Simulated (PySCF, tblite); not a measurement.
# C2H9AsO2Si: dynamics, then NMR shifts on frames, part 2 of 2

tblite 0.8.0 and PySCF 2.14.0. Atoms count from 0. The steps go on from the part before.

**5. Shielding tensors: 625 fs, PBE0/pcSseg-1**

The job: settings as JSON, then the geometry in Å.

```
{"job": {"kind": "nmr", "xc": "PBE0", "basis": "pcSseg-1", "pop": false}, "charge": 0, "multiplicity": 1}
C     -2.227700     1.706500    -0.318700
C     -1.190900     0.786300    -0.761900
O     -0.745300     0.082800     0.330900
Si     0.637700    -0.571600     0.877300
O      0.867100    -0.131500     2.395500
As     2.493800     0.336000    -0.085800
H     -2.468900     2.330600    -1.162200
H     -1.860100     2.299000     0.450800
H     -3.045800     1.142800     0.056600
H     -0.389500     1.287500    -1.291600
H     -1.566400    -0.062500    -1.387800
H      0.489800    -2.157000     0.748900
H      0.249600    -0.401900     3.083300
H      3.350100    -0.907800     0.023000
H      2.062100     0.022000    -1.445800
```

Level: GIAO PBE0/pcSseg-1 NMR shielding, non-relativistic, gas phase.

Log:

```text
coarse grid: 56712 points
cycle   1  E = -2756.4069632852  dE =  3.183e-02  |g| = 1.154e+00  |ddm| = 3.493e+00
cycle   2  E = -2756.1823660608  dE =  2.246e-01  |g| = 1.516e+00  |ddm| = 1.892e+00
cycle   3  E = -2756.5739496750  dE = -3.916e-01  |g| = 2.158e-01  |ddm| = 1.411e+00
cycle   4  E = -2756.5813871363  dE = -7.437e-03  |g| = 5.576e-02  |ddm| = 1.714e-01
cycle   5  E = -2756.5817706009  dE = -3.835e-04  |g| = 2.175e-02  |ddm| = 4.875e-02
cycle   6  E = -2756.5818500624  dE = -7.946e-05  |g| = 5.243e-03  |ddm| = 1.679e-02
cycle   7  E = -2756.5818544635  dE = -4.401e-06  |g| = 9.389e-04  |ddm| = 4.735e-03
final grid: 118184 points
cycle   8  E = -2756.5819096103  dE =  3.806e-09  |g| = 1.124e-03  |ddm| = 2.580e-03
cycle   9  E = -2756.5819094266  dE =  1.837e-07  |g| = 1.549e-03  |ddm| = 2.375e-03
cycle  10  E = -2756.5819098744  dE = -4.478e-07  |g| = 1.779e-04  |ddm| = 1.268e-03
cycle  11  E = -2756.5819098807  dE = -6.235e-09  |g| = 2.799e-05  |ddm| = 1.532e-04
cycle  12  E = -2756.5819098808  dE = -1.100e-10  |g| = 4.106e-06  |ddm| = 2.181e-05
converged SCF energy = -2756.5819098808

GIAO shielding tensors (ppm)
atom      isotropic    diamagn.    paramagn.     s11        s22        s33       span
  0 C      171.969     248.471     -76.502    155.121    168.866    191.920     36.799
  1 C      126.515     245.384    -118.869     98.486    117.646    163.412     64.926
  2 O      251.041     402.958    -151.916    180.005    257.781    315.338    135.332
  3 Si     367.212     879.852    -512.640    328.614    372.254    400.768     72.155
  4 O      260.781     386.945    -126.163    224.571    273.933    283.840     59.269
  5 As    1966.082    2881.194    -915.112   1886.202   1967.379   2044.666    158.464
  6 H       31.027      27.882       3.145     26.654     28.156     38.270     11.616
  7 H       31.738      31.420       0.318     27.855     31.181     36.177      8.323
  8 H       30.744      29.619       1.124     26.747     28.734     36.749     10.002
  9 H       28.208      32.632      -4.423     21.952     30.766     31.908      9.956
 10 H       26.656      30.155      -3.499     21.026     26.127     32.814     11.788
 11 H       24.617      28.252      -3.635     20.882     22.405     30.564      9.683
 12 H       28.877      30.630      -1.754     21.160     22.999     42.470     21.310
 13 H       29.738      29.433       0.304     22.624     24.035     42.554     19.930
 14 H       30.577      32.559      -1.982     22.470     26.213     43.048     20.578
```

It took 21 s on 1 thread of Arm Neoverse V2, shared host; peak memory 0.82 GiB.

In short: δ C1 60.4, C0 15.0, O2 85.0, O4 75.3, H11 7.10, H10 5.06 ppm.

**6. NMR shieldings: 800 fs, PBE0/pcSseg-1**

The job: settings as JSON, then the geometry in Å.

```
{"job": {"kind": "nmr", "xc": "PBE0", "basis": "pcSseg-1", "pop": false}, "charge": 0, "multiplicity": 1}
C     -2.204100     1.244400     0.396400
C     -1.163000     0.452500    -0.413100
O     -0.554800    -0.555600     0.312000
Si     0.823000    -0.461000     1.165500
O      0.963400     0.895400     2.033700
As     2.463800    -0.012600    -0.449500
H     -2.610600     2.129100    -0.064400
H     -1.643800     1.514900     1.315900
H     -2.945200     0.509300     0.654200
H     -0.318700     1.106600    -0.806000
H     -1.608700    -0.102400    -1.243100
H      0.777100    -1.559100     2.115000
H      0.408100     1.283300     2.729700
H      3.395300     0.437000     0.599200
H      3.106800    -1.373200    -0.361800
```

Method: GIAO PBE0/pcSseg-1 NMR shielding, non-relativistic, gas phase.

Log:

```text
coarse grid: 56712 points
cycle   1  E = -2756.4184009271  dE = -1.463e-01  |g| = 1.146e+00  |ddm| = 3.449e+00
cycle   2  E = -2756.2244686265  dE =  1.939e-01  |g| = 1.465e+00  |ddm| = 2.027e+00
cycle   3  E = -2756.5809929362  dE = -3.565e-01  |g| = 1.993e-01  |ddm| = 1.501e+00
cycle   4  E = -2756.5873706966  dE = -6.378e-03  |g| = 4.888e-02  |ddm| = 1.712e-01
cycle   5  E = -2756.5876927077  dE = -3.220e-04  |g| = 1.807e-02  |ddm| = 4.386e-02
cycle   6  E = -2756.5877519213  dE = -5.921e-05  |g| = 4.870e-03  |ddm| = 1.599e-02
cycle   7  E = -2756.5877557280  dE = -3.807e-06  |g| = 1.080e-03  |ddm| = 4.316e-03
final grid: 118184 points
cycle   8  E = -2756.5877484249  dE =  4.565e-08  |g| = 1.419e-03  |ddm| = 2.725e-03
cycle   9  E = -2756.5877480571  dE =  3.678e-07  |g| = 2.032e-03  |ddm| = 2.651e-03
cycle  10  E = -2756.5877488315  dE = -7.744e-07  |g| = 2.043e-04  |ddm| = 1.543e-03
cycle  11  E = -2756.5877488405  dE = -8.992e-09  |g| = 2.314e-05  |ddm| = 1.747e-04
cycle  12  E = -2756.5877488405  dE = -7.367e-11  |g| = 4.753e-06  |ddm| = 1.986e-05
converged SCF energy = -2756.5877488405

GIAO shielding tensors (ppm)
atom      isotropic    diamagn.    paramagn.     s11        s22        s33       span
  0 C      163.013     251.532     -88.519    139.502    167.027    182.509     43.007
  1 C      124.270     245.836    -121.565     91.684    122.459    158.668     66.984
  2 O      248.932     400.384    -151.452    171.330    255.169    320.297    148.967
  3 Si     356.003     880.059    -524.056    322.823    347.701    397.486     74.663
  4 O      264.887     389.790    -124.903    225.718    269.199    299.744     74.026
  5 As    2017.088    2880.215    -863.127   1826.397   2073.620   2151.248    324.851
  6 H       30.425      29.320       1.105     26.600     27.197     37.478     10.878
  7 H       30.256      31.625      -1.368     25.065     31.781     33.924      8.859
  8 H       30.086      29.943       0.143     26.405     28.193     35.661      9.257
  9 H       26.434      31.241      -4.808     20.397     28.912     29.992      9.595
 10 H       27.466      30.739      -3.272     22.004     27.081     33.314     11.310
 11 H       25.937      29.203      -3.265     22.042     23.087     32.683     10.641
 12 H       28.799      30.467      -1.668     20.568     23.815     42.015     21.447
 13 H       30.617      29.884       0.733     22.082     25.774     43.997     21.915
 14 H       30.154      29.396       0.758     23.036     24.238     43.187     20.151
```

Wall time 21 s (1 thread of Arm Neoverse V2, shared host); peak memory 0.82 GiB.

In short: δ C1 62.7, C0 23.9, O2 87.1, O4 71.2, H11 5.78, H9 5.28 ppm.

**7. NMR shieldings: 1000 fs, PBE0/pcSseg-1**

The job: settings as JSON, then the geometry in Å.

```
{"job": {"kind": "nmr", "xc": "PBE0", "basis": "pcSseg-1", "pop": false}, "charge": 0, "multiplicity": 1}
C     -2.007000     1.477100     0.357800
C     -1.267400     0.177300    -0.007900
O     -0.482000    -0.267100     1.044800
Si     1.165600    -0.160900     1.126400
O      1.551400     1.424400     1.436800
As     2.617600    -0.369500    -0.676000
H     -2.735200     1.599500    -0.423900
H     -1.362800     2.338600     0.523000
H     -2.491600     1.401600     1.329400
H     -0.594600     0.280900    -0.891100
H     -2.081100    -0.574000    -0.154000
H      1.093700    -1.108500     2.233500
H      1.114600     1.821600     2.222900
H      3.755500    -0.574800     0.404700
H      2.403300    -1.842100    -0.794300
```

Method: GIAO PBE0/pcSseg-1 NMR shielding, non-relativistic, gas phase.

Log:

```text
coarse grid: 56712 points
cycle   1  E = -2756.4076721664  dE = -2.419e-01  |g| = 1.153e+00  |ddm| = 3.431e+00
cycle   2  E = -2756.1580236698  dE =  2.496e-01  |g| = 1.558e+00  |ddm| = 2.022e+00
cycle   3  E = -2756.5760085994  dE = -4.180e-01  |g| = 2.211e-01  |ddm| = 1.521e+00
cycle   4  E = -2756.5838119820  dE = -7.803e-03  |g| = 5.811e-02  |ddm| = 1.777e-01
cycle   5  E = -2756.5842229837  dE = -4.110e-04  |g| = 2.451e-02  |ddm| = 5.331e-02
cycle   6  E = -2756.5843276014  dE = -1.046e-04  |g| = 6.016e-03  |ddm| = 1.972e-02
cycle   7  E = -2756.5843334431  dE = -5.842e-06  |g| = 1.139e-03  |ddm| = 5.438e-03
final grid: 118184 points
cycle   8  E = -2756.5843840495  dE =  8.549e-08  |g| = 1.428e-03  |ddm| = 2.728e-03
cycle   9  E = -2756.5843836739  dE =  3.756e-07  |g| = 2.050e-03  |ddm| = 2.934e-03
cycle  10  E = -2756.5843844858  dE = -8.119e-07  |g| = 2.474e-04  |ddm| = 1.651e-03
cycle  11  E = -2756.5843844983  dE = -1.251e-08  |g| = 3.163e-05  |ddm| = 1.988e-04
cycle  12  E = -2756.5843844984  dE = -1.382e-10  |g| = 5.219e-06  |ddm| = 2.453e-05
converged SCF energy = -2756.5843844984

GIAO shielding tensors (ppm)
atom      isotropic    diamagn.    paramagn.     s11        s22        s33       span
  0 C      163.811     248.211     -84.400    147.121    152.063    192.248     45.127
  1 C      119.193     244.510    -125.317     89.228    109.864    158.487     69.259
  2 O      226.392     399.894    -173.502    159.698    219.349    300.129    140.431
  3 Si     338.187     879.888    -541.701    289.736    338.737    386.087     96.351
  4 O      245.524     390.151    -144.628    190.190    260.049    286.331     96.141
  5 As    1954.927    2880.266    -925.339   1834.261   1934.843   2095.677    261.416
  6 H       30.898      28.818       2.080     26.691     27.799     38.204     11.513
  7 H       30.199      30.851      -0.652     26.384     29.978     34.237      7.853
  8 H       30.175      29.562       0.613     27.317     28.044     35.164      7.846
  9 H       27.055      32.032      -4.976     21.334     28.660     31.172      9.837
 10 H       26.873      30.116      -3.244     21.533     27.181     31.903     10.370
 11 H       25.924      29.737      -3.813     20.628     25.002     32.142     11.514
 12 H       28.888      30.247      -1.359     21.438     23.474     41.753     20.315
 13 H       28.612      26.737       1.875     21.758     24.434     39.644     17.886
 14 H       30.104      30.363      -0.259     22.641     24.275     43.396     20.755
```

Run time: 21 s. Hardware: 1 thread of Arm Neoverse V2, shared host; peak memory 0.82 GiB.

Key values: δ C1 67.7, C0 23.1, O2 109.7, O4 90.6, H11 5.79, H10 4.84 ppm.

**8. Comparing the runs: NMR shifts**

Shifts (ppm) of some atoms, chosen among heavy atoms and hydrogens apart, with basis size and wall time:

| frame | C0 | H7 | H13 | O2 | O4 | Si3 | As5 | functions | time |
| --- | --- | --- | --- | --- | --- | --- | --- | --- | --- |
| 250 fs | 23.3 | 2.68 | 1.55 | 74.6 | 71.6 | -0.3 | 50 | 178 | 28 s |
| 425 fs | 24.2 | 2.45 | 1.88 | 80.9 | 53.2 | -1.9 | 24 | 178 | 21 s |
| 625 fs | 15.0 | -0.02 | 1.98 | 85.0 | 75.3 | -18.1 | 23 | 178 | 21 s |
| 800 fs | 23.9 | 1.46 | 1.10 | 87.1 | 71.2 | -6.8 | -28 | 178 | 21 s |
| 1000 fs | 23.1 | 1.52 | 3.10 | 109.7 | 90.6 | 11.0 | 34 | 178 | 21 s |

**9. What came out**

This closing draws on all 2 parts.

| quantity | value |
| --- | --- |
| thermostat | 300 K |
| mean temperature, second half | 341 K |
| mean potential energy above the minimum | 0.56 eV |
| 13C shifts against TMS (PBE0/pcSseg-1, 250 fs) | 63.4, 23.3 ppm |
| 1H shifts against TMS (PBE0/pcSseg-1, 250 fs) | 5.71, 3.98, 3.80, 2.74, 2.68, 2.12, 2.01, 1.55, 1.21 ppm |
| 17O shifts against H2O (PBE0/pcSseg-1, 250 fs) | 74.6, 71.6 ppm |
| 29Si shifts against TMS (PBE0/pcSseg-1, 250 fs) | -0.3 ppm |
| 75As shifts against AsH3 (PBE0/pcSseg-1, 250 fs) | 50 ppm |
| surface potential, 1st and 99th percentile | -1.63 V and 1.85 V |
| range of the shift of As5 | -28 to 50 ppm |

**Reading.** In the second half the potential energy averages 0.56 eV above the minimum; equipartition over 39 harmonic modes at 300 K would give 0.50 eV. With 15 atoms the temperature swings widely (180 to 452 K). Shifts at one fixed geometry are not the observed spectrum, which averages over the motion. In the first frame run (250 fs): The widest tensor belongs to As5: span 192 ppm, with a paramagnetic part of -942 ppm. In ppm, As5 moves most: its shift spreads over 79 ppm, from -28 (800 fs) to 50 (250 fs). Spin-orbit coupling is left out, which matters for shieldings and couplings at and beside the heavy atoms.
